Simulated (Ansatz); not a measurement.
# OsSb (rocksalt): a single-point run

The task is a single-point run on OsSb (rocksalt). The structure is shown as the input types it.

Method: DFT PBE, scalar-relativistic, plane waves, PAW, in Ansatz 0.2.0.

1 further run of the same task is left out (it didn't finish). Runs told in other sessions of the task aren't counted.

## (1) The starting structure

It takes space group Fm-3m (No. 225, cubic). The conventional cell has a = 10.256 Å, b = 10.256 Å, c = 10.256 Å, α = 90.00°, β = 90.00°, γ = 90.00°.

Structure file:

```
Os Sb
1.0
     0.00000    5.12799    5.12799
     5.12799    0.00000    5.12799
     5.12799    5.12799    0.00000
Os Sb
1 1
Direct
  0.50000 0.50000 0.50000
  0.00000 0.00000 0.00000
```

## (2) The run

The input, input.yaml:

```yaml
crystal:
  lattice:
    - [0.0, 5.12799265, 5.12799265]
    - [5.12799265, 0.0, 5.12799265]
    - [5.12799265, 5.12799265, 0.0]
  atoms:
    - { symbol: Os, position: [0.5, 0.5, 0.5] }
    - { symbol: Sb, position: [0.0, 0.0, 0.0] }
basis:
  ecutwfc: 420
  ecutrho_ratio: 4
kpoints:
  mp_grid: { grid: [12, 12, 12] }
hamiltonian:
  xc: pbe
scf:
  occupations: { method: gaussian, width: 0.05 }
  max_iter: 100
output:
  forces: true
  stress: true
```

Command:

```
ansatz run input.yaml --threads 2 --pin off --max-ram 2662MiB --backend cpu --events-out ev --progress --plain --runs-dir out
```

Q: Will this input give a usable result? If not, why, and what should change?

The program finished normally. That alone doesn't make the input a sound one.

A unit slip: numbers in bohr are taken as ångström. The shortest distance in the input is 5.13 Å, between atoms 1 (Os) and 2 (Sb).

Fix: divide the lengths by 1.8897.
